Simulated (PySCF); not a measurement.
# Ag (Fm-3m) in PySCF: a series of runs

Runs on Ag. Level: PBE. Tasks: density of states.

Program: PySCF 2.14.0. These are calculated values, not measurements. Logs are shortened: lines on timing, memory, paths and dates and some standing lists are left out, and cuts for length are marked.

## 1. The crystal as given

Symmetry: Fm-3m, No. 225, cubic system. Conventional cell: a = 3.793 Å, b = 3.793 Å, c = 3.793 Å, α = 90.00°, β = 90.00°, γ = 90.00°. Around Ag (site symmetry m-3m) lie 12 Ag at 2.68 Å.

## 2. Density of states, PBE

Contents of run.py:

```python
import json
import numpy as np
from pyscf.pbc import gto, scf, dft, df

cell = gto.Cell()
cell.basis = 'DZVP-MOLOPT-SR-GTH-q11'
cell.pseudo = 'GTH-PBE-q11'
cell.fromfile('Ag.xyz')
cell.ke_cutoff = 77  # hartree
cell.exp_to_discard = 0.02
cell.precision = 1e-08
cell.space_group_symmetry = True
cell.symmorphic = False
cell.max_memory = 5880  # MB
cell.verbose = 4
cell.build()

res = {}
kpts = cell.make_kpts([6, 6, 6], space_group_symmetry=True, time_reversal_symmetry=True)
cell.space_group_symmetry = False  # the mesh holds the operations; no search on the supercells of the integral code
mf = dft.KRKS(cell, kpts, xc='pbe')
mf = mf.multigrid_numint()
mf = mf.smearing(sigma=0.00183747, method='fermi')  # hartree
mf.conv_tol = 1e-07
mf.max_cycle = 60

mf.kernel()
res.update(converged=bool(mf.converged), e_tot=mf.e_tot, nelec=cell.nelectron, nao=cell.nao, mesh=list(map(int, cell.mesh)), a=cell.lattice_vectors().tolist(), coords=cell.atom_coords().tolist(),
           mo_energy=[np.real(x).tolist() for x in mf.mo_energy], mo_occ=[np.real(x).tolist() for x in mf.mo_occ])
res.update(e_free=mf.e_free, e_zero=mf.e_zero)
res.update(kpts=kpts.kpts_scaled_ibz.tolist(), weights=kpts.weights_ibz.tolist())
res['parts'] = {k: float(np.real(v)) for k, v in mf.scf_summary.items() if np.isscalar(v)}
json.dump(res, open('results.json', 'w'))
if not mf.converged:
    raise SystemExit('SCF not converged')

print('levels (eV)')
for i, kp in enumerate(res['kpts'][:40]):
    print('k %7.4f %7.4f %7.4f  ' % tuple(kp), ' '.join('%.3f' % (x * 27.211386) for x in res['mo_energy'][i][:11]))

mf = mf.to_khf()  # unfold to the whole mesh
kpts = mf.kpts
# Mulliken populations
dm, s = np.asarray(mf.make_rdm1()), np.asarray(mf.get_ovlp())
sites = cell.aoslice_by_atom()[:, 2:]
tot = np.einsum('kij,kji->i', dm, s).real / len(kpts)
res['mulliken'] = [cell.atom_charge(i) - tot[a0:a1].sum() for i, (a0, a1) in enumerate(sites)]
print('Mulliken charges', np.round(res['mulliken'], 5))

# density of states, Gaussians of 0.15 eV
e = np.asarray(mf.mo_energy).real.reshape(1, -1) * 27.211386
ef = mf.get_fermi()
ef = np.max(ef) * 27.211386
x = np.arange(-15, 10.01, 0.1) + round(ef, 1)
dos = np.exp(-((x[:, None, None] - e) / 0.15) ** 2 / 2).sum(-1).T / (0.15 * np.sqrt(2 * np.pi) * len(kpts)) * 2
res.update(dos_e=x.tolist(), dos=dos.tolist())
for a, b in zip(x[::5], dos.T[::5]):
    print('%8.2f' % a, ' '.join('%9.4f' % y for y in b))
res['done'] = True
json.dump(res, open('results.json', 'w'))
```

Contents of Ag.xyz:

```xyz
1
Lattice="0.0000000000 1.8963211180 1.8963211180 1.8963211180 0.0000000000 1.8963211180 1.8963211180 1.8963211180 0.0000000000" Properties=species:S:1:pos:R:3 pbc="T T T"
Ag     0.0000000000      0.0000000000      0.0000000000
```

Potentials or basis: DZVP-MOLOPT-SR/GTH-PBE (potentials made for PBE).

The run is started by

```bash
$ OMP_NUM_THREADS=4 python -u run.py > log
```

What it wrote:

```text
pyscf/pbc/gto/cell.py:1403: UserWarning: Electron number 11 and spin 0 are not consistent in cell

  warnings.warn('Electron number %d and spin %d are not consistent '
Discarded 0 diffused primitive functions, 0 contracted functions
time reversal: False
k-points in IBZ                         weights
  0:  0.000000,  0.000000,  0.000000    1/216
  1:  0.500000,  0.500000,  0.000000    3/216
  2:  0.500000,  0.500000,  0.500000    4/216
  3:  0.666667,  0.666667, -0.000000    6/216
  4:  0.666667,  0.666667,  0.333333    12/216
  5:  0.666667,  0.666667,  0.666667    8/216
[... 8 lines left out ...]
 14:  0.833333,  0.833333,  0.666667    12/216
 15:  0.833333,  0.833333,  0.833333    8/216

******** <class 'pyscf.pbc.scf.smearing.SmearingKsymAdaptedKRKS'> ********
method = SmearingKsymAdaptedKRKS
initial guess = minao
damping factor = 0
level_shift factor = 0
DIIS = <class 'pyscf.scf.diis.CDIIS'>
diis_start_cycle = 1
diis_space = 8
diis_damp = 0
SCF conv_tol = 1e-07
SCF conv_tol_grad = None
SCF max_cycles = 60
direct_scf = True
direct_scf_tol = 1e-13

******** PBC SCF flags ********
N kpts (BZ) = 216
N kpts (IBZ) = 16
Exchange divergence treatment (exxdiv) = ewald
    madelung (= occupied orbital energy shift) = 0.10661892043682031
    Total energy shift due to Ewald probe charge = -1/2 * Nelec*madelung = -0.586404062403
DF object = <pyscf.pbc.df.fft.FFTDF object>
XC functionals = pbe
small_rho_cutoff = 0
Uniform grid, mesh = [23 23 23]
Set gradient conv threshold to 0.000316228
nelec by numeric integration = 11.000000000007693
init E= -37.0636712131382
    sigma = 0.00183747  Optimized mu = 0.686561264201  entropy = 0.147744214107
nelec by numeric integration = 10.999999999999998
    Total E(T) = -36.9881474262426  Free energy = -36.9884189018037  E0 = -36.9882831640231
cycle= 1 E= -36.9881474262426  delta_E= 0.0755  |g|= 0.697  |ddm|= 9.58
    sigma = 0.00183747  Optimized mu = 0.638491237186  entropy = 0.147299958963
nelec by numeric integration = 11.000000000000002
    Total E(T) = -36.9847674864741  Free energy = -36.9850381457297  E0 = -36.9849028161019
cycle= 2 E= -36.9847674864741  delta_E= 0.00338  |g|= 0.776  |ddm|= 18.7
    sigma = 0.00183747  Optimized mu = 0.660739307728  entropy = 0.147264763435
nelec by numeric integration = 10.999999999999998
    Total E(T) = -37.004752411992  Free energy = -37.0050230065769  E0 = -37.0048877092844
cycle= 3 E= -37.004752411992  delta_E= -0.02  |g|= 0.00335  |ddm|= 9.82
    sigma = 0.00183747  Optimized mu = 0.660616570861  entropy = 0.147265094352
nelec by numeric integration = 10.999999999999998
    Total E(T) = -37.0047528945429  Free energy = -37.0050234897359  E0 = -37.0048881921394
cycle= 4 E= -37.0047528945429  delta_E= -4.83e-07  |g|= 0.000472  |ddm|= 0.0344
    sigma = 0.00183747  Optimized mu = 0.6605977602  entropy = 0.147265007803
nelec by numeric integration = 10.999999999999996
    Total E(T) = -37.004752902093  Free energy = -37.0050234971268  E0 = -37.0048881996099
cycle= 5 E= -37.004752902093  delta_E= -7.55e-09  |g|= 7.41e-07  |ddm|= 0.00621
    sigma = 0.00183747  Optimized mu = 0.66059772412  entropy = 0.147265007424
nelec by numeric integration = 11.000000000000004
    Total E(T) = -37.0047529020938  Free energy = -37.005023497127  E0 = -37.0048881996104
Extra cycle  E= -37.0047529020938  delta_E= -8.6e-13  |g|= 8.37e-07  |ddm|= 2e-05
converged SCF energy = -37.0047529020938
levels (eV)
k  0.0000  0.0000  0.0000   8.326 12.050 12.050 12.050 13.561 13.561 37.854 42.428 42.428 42.428 52.731
k  0.5000  0.5000  0.0000   9.650 9.885 14.688 15.057 15.057 19.364 26.721 30.189 30.189 39.196 40.171
k  0.5000  0.5000  0.5000   9.811 11.998 11.998 14.740 14.740 16.871 23.038 37.629 39.479 39.479 48.967
k  0.6667  0.6667 -0.0000   10.214 10.366 14.093 14.093 14.389 15.195 32.754 32.754 32.823 38.894 40.935
k  0.6667  0.6667  0.3333   10.628 11.415 12.325 13.458 14.320 21.836 24.930 27.230 34.911 40.498 52.952
k  0.6667  0.6667  0.6667   9.997 12.195 12.195 13.723 14.171 14.171 27.724 38.659 41.141 41.141 48.944
[... 8 lines left out ...]
k  0.8333  0.8333  0.6667   10.483 11.473 12.359 12.806 13.000 14.702 33.061 33.520 43.570 44.078 46.126
k  0.8333  0.8333  0.8333   9.261 11.875 12.300 12.300 13.511 13.511 35.165 40.148 42.831 42.831 50.506
Mulliken charges [-0.]
    3.00    0.0000
    3.50    0.0000
    4.00    0.0000
    4.50    0.0000
    5.00    0.0000
    5.50    0.0000
[... 43 lines left out ...]
   27.50    0.3852
   28.00    0.0940
```

It took 14 s on 4 threads of AMD EPYC 9R45 (Zen 5), shared host; peak memory 1.1 GiB.

What came out:

* Free energy: -1006.9580 eV
* Band gap on the k mesh: none (metal or under the smearing width)

Levels at points of the mesh, in eV from the Fermi level:
| k point | band 4 | band 5 | band 6 | band 7 | band 8 | band 9 |
| --- | --- | --- | --- | --- | --- | --- |
| (0.00, 0.00, 0.00) | -5.93 | -4.41 | -4.41 | 19.88 | 24.45 | 24.45 |
| (0.50, 0.50, 0.00) | -2.92 | -2.92 | 1.39 | 8.75 | 12.21 | 12.21 |
| (0.50, 0.50, 0.50) | -3.24 | -3.24 | -1.11 | 5.06 | 19.65 | 21.50 |

States per cell in windows of 0.5 eV (zero at the Fermi level; states under -8 eV left out):
```csv
from (eV),total
-8.0,0.90
-7.5,1.06
-7.0,0.93
-6.5,0.86
-6.0,1.14
-5.5,1.28
-5.0,0.68
-4.5,1.00
-4.0,1.08
-3.5,1.09
-3.0,0.31
-2.5,0.00
-2.0,0.00
-1.5,0.03
-1.0,0.08
-0.5,0.26
0.0,0.14
0.5,0.19
1.0,0.10
1.5,0.15
2.0,0.00
2.5,0.00
3.0,0.00
3.5,0.09
4.0,0.24
4.5,0.12
5.0,0.07
5.5,0.26
6.0,0.15
6.5,0.06
7.0,0.05
7.5,0.05
```

Caveat: the k mesh is coarse (spacing up to 0.48 Å⁻¹), so the values aren't converged; the basis of atomic orbitals isn't converged, which shifts pressures, moduli and gaps.

## 3. Density of states, PBE

This run uses another cell than the first one, of 14.66 Å³/atom, 1.075 times its volume.

run.py is that of step 2.

Contents of Ag.xyz:

```xyz
1
Lattice="0.0000000000 1.9425909878 1.9425909878 1.9425909878 0.0000000000 1.9425909878 1.9425909878 1.9425909878 0.0000000000" Properties=species:S:1:pos:R:3 pbc="T T T"
Ag     0.0000000000      0.0000000000      0.0000000000
```

Potentials or basis: DZVP-MOLOPT-SR/GTH-PBE (potentials made for PBE).

The run is started by

```bash
$ OMP_NUM_THREADS=4 python -u run.py > log
```

Run time: 13 s. Hardware: 4 threads of AMD EPYC 9R45 (Zen 5), shared host; peak memory 1.1 GiB.

The run converged. Its results:

```yaml
Free_energy: -1007.2482 eV
Band_gap_on_the_k_mesh: none (metal or under the smearing width)
```

Levels at points of the mesh, in eV from the Fermi level:
```
           k point  band 4  band 5  band 6  band 7  band 8  band 9
(0.00, 0.00, 0.00)   -5.47   -4.14   -4.14   20.17   23.89   23.89
(0.50, 0.50, 0.00)   -2.82   -2.82    1.54    8.13   11.89   11.89
(0.50, 0.50, 0.50)   -3.10   -3.10   -0.79    4.63   20.05   20.70
```

States per cell in windows of 1 eV (zero at the Fermi level; states under -8 eV left out):
```csv
from (eV),total
-8.0,0.83
-7.0,2.28
-6.0,2.30
-5.0,2.12
-4.0,2.49
-3.0,0.53
-2.0,0.00
-1.0,0.39
0.0,0.31
1.0,0.25
2.0,0.00
3.0,0.15
4.0,0.34
5.0,0.43
6.0,0.11
7.0,0.24
```

Caveat: the k mesh is coarse (spacing up to 0.47 Å⁻¹), so the values aren't converged; the basis of atomic orbitals isn't converged, which shifts pressures, moduli and gaps.

## 4. Density of states, PBE

This run uses another cell than the first one, of 15.68 Å³/atom, 1.150 times its volume.

run.py is that of step 3.

Contents of Ag.xyz:

```xyz
1
Lattice="0.0000000000 1.9867558248 1.9867558248 1.9867558248 0.0000000000 1.9867558248 1.9867558248 1.9867558248 0.0000000000" Properties=species:S:1:pos:R:3 pbc="T T T"
Ag     0.0000000000      0.0000000000      0.0000000000
```

The run is started by

```bash
$ OMP_NUM_THREADS=4 python -u run.py > log
```

Wall time 13 s (4 threads of AMD EPYC 9R45 (Zen 5), shared host); peak memory 1.1 GiB.

It converged, with:

```yaml
Free_energy: -1007.4199 eV
Band_gap_on_the_k_mesh: none (metal or under the smearing width)
```

Levels at points of the mesh, in eV from the Fermi level:
```tsv
k point	band 4	band 5	band 6	band 7	band 8	band 9
(0.00, 0.00, 0.00)	-5.10	-3.92	-3.92	20.44	23.30	23.30
(0.50, 0.50, 0.00)	-2.74	-2.74	1.67	7.59	11.58	11.58
(0.50, 0.50, 0.50)	-2.99	-2.99	-0.52	4.26	19.94	19.94
```

States per cell in windows of 1 eV (zero at the Fermi level; states under -8 eV left out):
```
from (eV)  total
     -8.0   0.16
     -7.0   1.99
     -6.0   2.34
     -5.0   2.60
     -4.0   2.60
     -3.0   0.89
     -2.0   0.00
     -1.0   0.39
      0.0   0.31
      1.0   0.26
      2.0   0.00
      3.0   0.22
      4.0   0.40
      5.0   0.31
      6.0   0.12
      7.0   0.35
```

Caveat: the k mesh is coarse (spacing up to 0.46 Å⁻¹), so the values aren't converged; the basis of atomic orbitals isn't converged, which shifts pressures, moduli and gaps.

## 5. Density of states, PBE

This run uses another cell than the first one, of 17.05 Å³/atom, 1.250 times its volume.

run.py is that of step 4.

Contents of Ag.xyz:

```xyz
1
Lattice="0.0000000000 2.0427500000 2.0427500000 2.0427500000 0.0000000000 2.0427500000 2.0427500000 2.0427500000 0.0000000000" Properties=species:S:1:pos:R:3 pbc="T T T"
Ag     0.0000000000      0.0000000000      0.0000000000
```

Potentials or basis: DZVP-MOLOPT-SR/GTH-PBE (potentials made for PBE).

The run is started by

```bash
$ OMP_NUM_THREADS=4 python -u run.py > log
```

What it wrote:

```text
pyscf/pbc/gto/cell.py:1403: UserWarning: Electron number 11 and spin 0 are not consistent in cell

  warnings.warn('Electron number %d and spin %d are not consistent '
Discarded 0 diffused primitive functions, 0 contracted functions
time reversal: False
k-points in IBZ                         weights
  0:  0.000000,  0.000000,  0.000000    1/216
  1:  0.500000,  0.500000,  0.000000    3/216
  2:  0.500000,  0.500000,  0.500000    4/216
  3:  0.666667,  0.666667,  0.000000    6/216
  4:  0.666667,  0.666667,  0.333333    12/216
  5:  0.666667,  0.666667,  0.666667    8/216
[... 8 lines left out ...]
 14:  0.833333,  0.833333,  0.666667    12/216
 15:  0.833333,  0.833333,  0.833333    8/216

******** <class 'pyscf.pbc.scf.smearing.SmearingKsymAdaptedKRKS'> ********
method = SmearingKsymAdaptedKRKS
initial guess = minao
damping factor = 0
level_shift factor = 0
DIIS = <class 'pyscf.scf.diis.CDIIS'>
diis_start_cycle = 1
diis_space = 8
diis_damp = 0
[... 30 lines left out ...]
cycle= 3 E= -37.0256854794995  delta_E= -0.0281  |g|= 0.00181  |ddm|= 10.3
    sigma = 0.00183747  Optimized mu = 0.47951900202  entropy = 0.150626011113
nelec by numeric integration = 11.000000000000002
    Total E(T) = -37.0256859036262  Free energy = -37.0259626744028  E0 = -37.0258242890145
cycle= 4 E= -37.0256859036262  delta_E= -4.24e-07  |g|= 0.000827  |ddm|= 0.0267
    sigma = 0.00183747  Optimized mu = 0.479486839787  entropy = 0.150647632521
nelec by numeric integration = 10.999999999999993
    Total E(T) = -37.0256858896798  Free energy = -37.0259627001851  E0 = -37.0258242949325
cycle= 5 E= -37.0256858896798  delta_E= 1.39e-08  |g|= 1.62e-06  |ddm|= 0.00978
    sigma = 0.00183747  Optimized mu = 0.479486832276  entropy = 0.150647766513
nelec by numeric integration = 10.999999999999993
    Total E(T) = -37.0256858894342  Free energy = -37.0259627001858  E0 = -37.02582429481
Extra cycle  E= -37.0256858894342  delta_E= 2.46e-10  |g|= 2.25e-06  |ddm|= 3.69e-05
converged SCF energy = -37.0256858894342
levels (eV)
k  0.0000  0.0000  0.0000   5.465 8.345 8.345 8.345 9.365 9.365 33.856 35.511 35.511 35.511 42.597
k  0.5000  0.5000  0.0000   6.712 6.857 10.128 10.382 10.382 14.860 20.016 24.242 24.242 31.019 32.086
k  0.5000  0.5000  0.5000   6.771 8.317 8.317 10.168 10.168 12.831 16.874 32.061 32.061 34.001 39.019
k  0.6667  0.6667  0.0000   7.106 7.198 9.749 9.749 9.928 11.023 25.724 26.196 26.196 31.053 33.262
k  0.6667  0.6667  0.3333   7.389 7.971 8.585 9.324 9.895 16.409 19.108 20.842 27.864 34.116 46.072
k  0.6667  0.6667  0.6667   6.896 8.451 8.451 9.792 9.792 9.871 21.331 33.051 33.051 34.640 40.065
[... 8 lines left out ...]
k  0.8333  0.8333  0.6667   7.248 7.971 8.591 8.871 9.005 10.226 26.274 26.515 36.610 36.784 38.037
k  0.8333  0.8333  0.8333   6.234 8.248 8.519 8.519 9.340 9.340 28.219 34.703 34.703 35.921 43.191
Mulliken charges [-0.]
   -2.00    0.0000
   -1.50    0.0000
   -1.00    0.0000
   -0.50    0.0000
   -0.00    0.0000
    0.50    0.0000
[... 43 lines left out ...]
   22.50    0.5852
   23.00    1.1555
```

Wall time 12 s (4 threads of AMD EPYC 9R45 (Zen 5), shared host); peak memory 1.1 GiB.

What came out:

| Item | Value |
| --- | --- |
| Free energy | -1007.5278 eV |
| Band gap on the k mesh | none (metal or under the smearing width) |

States per cell in windows of 0.5 eV (zero at the Fermi level; states under -8 eV left out):
```csv
from (eV),total
-8.0,0.01
-7.5,0.01
-7.0,0.11
-6.5,0.42
-6.0,1.53
-5.5,1.29
-5.0,1.47
-4.5,1.66
-4.0,1.23
-3.5,1.62
-3.0,1.15
-2.5,0.09
-2.0,0.02
-1.5,0.00
-1.0,0.04
-0.5,0.34
0.0,0.11
0.5,0.20
1.0,0.14
1.5,0.12
2.0,0.00
2.5,0.00
3.0,0.09
3.5,0.24
4.0,0.19
4.5,0.32
5.0,0.08
5.5,0.04
6.0,0.08
6.5,0.23
7.0,0.13
7.5,0.14
```

Caveat: the k mesh is coarse (spacing up to 0.44 Å⁻¹), so the values aren't converged; the basis of atomic orbitals isn't converged, which shifts pressures, moduli and gaps.

## 6. The runs side by side

```tsv
cell	gap on the mesh (eV)
Fm-3m, 13.64 Å³/atom	none
Fm-3m, 14.66 Å³/atom	none
Fm-3m, 15.68 Å³/atom	none
Fm-3m, 17.05 Å³/atom	none
```

Alike in all rows: task density of states; level PBE; potentials or basis DZVP-MOLOPT-SR/GTH-PBE (potentials made for PBE); no spin polarisation; k mesh 6 × 6 × 6; smearing fermi-dirac 0.05 eV; the mesh is coarse, so values aren't converged.

Caveats: all runs use coarse meshes; the basis of atomic orbitals isn't converged, which shifts pressures, moduli and gaps.

Total energies depend on the potentials used, so only differences within one code and one set of settings carry meaning.
